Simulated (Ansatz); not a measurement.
# GeC+ (doublet): the correlation ladder at distance Ge1–C2 = 5.353 Å, cc-pVDZ

How much of the correlation energy of GeC+ (doublet) does each wave-function method recover here?

The runs use Ansatz 0.2.0, Gaussian basis; cc-pVDZ, core rule «outside noble gas», up to 15 orbitals frozen.

Plan: UHF; CCSD(T) on ROHF; CCSD(T) on UHF; BCCD(T) on ROHF; CISD as a restricted active space (open shells left free, so some higher excitations enter); CCSDT(Q) on ROHF; CCSDT(Q) on UHF; CASSCF and MRCISD+Q, 3 electrons in 3 orbitals; CASSCF and NEVPT2, 3 electrons in 3 orbitals; CASSCF and MRCISD+Q, 7 electrons in 8 orbitals; CASSCF and NEVPT4(SD), 7 electrons in 8 orbitals; CASSCF and NEVPT2, 7 electrons in 8 orbitals; Full CI; Full CI in the symmetry of the determinant.

20 further runs of the same task are left out: 5 for a known fault of the program, 13 that didn't finish, 2 set aside as unsound or not needed. Runs told in other sessions of the task aren't counted.

**1. The geometry**

The geometry derives from a PBE0/def2-TZVP stationary point (not a proven minimum). One bond is set to the value named and the two fragments are kept rigid. No spin-orbit coupling is included. The filled d shell of Ge may be among the frozen orbitals whatever the setting's name suggests.

2 atoms, charge 1, spin multiplicity 2.

Atoms are counted from 1 here; the program's logs count them from 0.

No contacts short enough for the rule that draws bonds.

**2. UHF**

in.yaml

```yaml
crystal:
  periodic: [false, false, false]
  atoms:
    - {symbol: Ge, position_ang: [0.000000, 0.000000, 0.000000]}
    - {symbol: C, position_ang: [0.000000, 0.000000, 5.353000]}
basis:
  gaussian: {orbitals: cc-pVDZ}
total_charge: 1
magnetization: {spin_polarized: true, initial_magnetization: 1}
hamiltonian: {xc: hf}
output: {orbitals: {seedname: orbitals}}
```

Run with:

```bash
ansatz run in.yaml --threads 1 --pin off --events-out ev --progress --plain --max-ram 2393MiB
```

Further steps of the session: CCSD(T) on ROHF; CCSD(T) on UHF; BCCD(T) on ROHF; CISD as a restricted active space (open shells left free, so some higher excitations enter); CCSDT(Q) on ROHF; CCSDT(Q) on UHF; CASSCF and MRCISD+Q, 3 electrons in 3 orbitals; CASSCF and NEVPT2, 3 electrons in 3 orbitals; CASSCF and MRCISD+Q, 7 electrons in 8 orbitals; CASSCF and NEVPT4(SD), 7 electrons in 8 orbitals; CASSCF and NEVPT2, 7 electrons in 8 orbitals; Full CI; Full CI in the symmetry of the determinant.

Q: Predict the results of all the runs planned. Wanted: FCI from the RHF energy; UMP2 from FCI; UCCSD(T) from FCI; UCCSDT(Q) from FCI; NEVPT2 pair from FCI; MRCISD+Q pair from FCI; NEVPT2 valence from FCI; T1 diagnostic; effectively unpaired electrons.

**Answer**, as computed:

| quantity | value |
| --- | --- |
| FCI from the ROHF energy | -5.7918 eV |
| UMP2 from FCI | +24.04 kcal/mol |
| UCCSD(T) from FCI | +0.21 kcal/mol |
| UCCSDT(Q) from FCI | -0.12 kcal/mol |
| NEVPT2 pair from FCI | +23.33 kcal/mol |
| MRCISD+Q pair from FCI | -1.80 kcal/mol |
| NEVPT2 valence from FCI | +13.23 kcal/mol |
| levels within 1 kcal/mol (43 meV) | UCCSD(T), UCCSDT, UCCSDT(Q), NEVPT4(SD) valence, MRCISD+Q valence |
| T1 diagnostic | 0.572 |
| effectively unpaired electrons | 3.14 |

What this shows: UCCSD(T) misses by +0.21 kcal/mol, 0.2 % of the correlation energy. UCCSDT, UCCSDT(Q), MRCISD+Q pair, MRCISD+Q valence fall below full CI: unrestricted runs freeze a spin-polarised core, another one than full CI's, and coupled cluster isn't variational. The occupations show strong static correlation (3.1 unpaired electrons where one determinant has 1). Coupled cluster on one determinant still stays close here. Of the multireference levels listed NEVPT4(SD) valence comes nearest in total energy (+0.49 kcal/mol), which doesn't show that its space is the better one. The lowest state has another symmetry than the determinant, whose own symmetry lies 0.01 eV higher, so single-reference misses include that gap. Coupled cluster took another determinant than the lowest Hartree-Fock one. These misses are within one basis, not against nature; the frozen cores of restricted and unrestricted runs differ, which can shift their rows.

Levels on UHF freeze UHF's core orbitals, full CI those of ROHF, so the U rows can settle a little off it for that reason alone.

With open shells the CI space here admits some higher excitations, so it is larger than plain CISD.
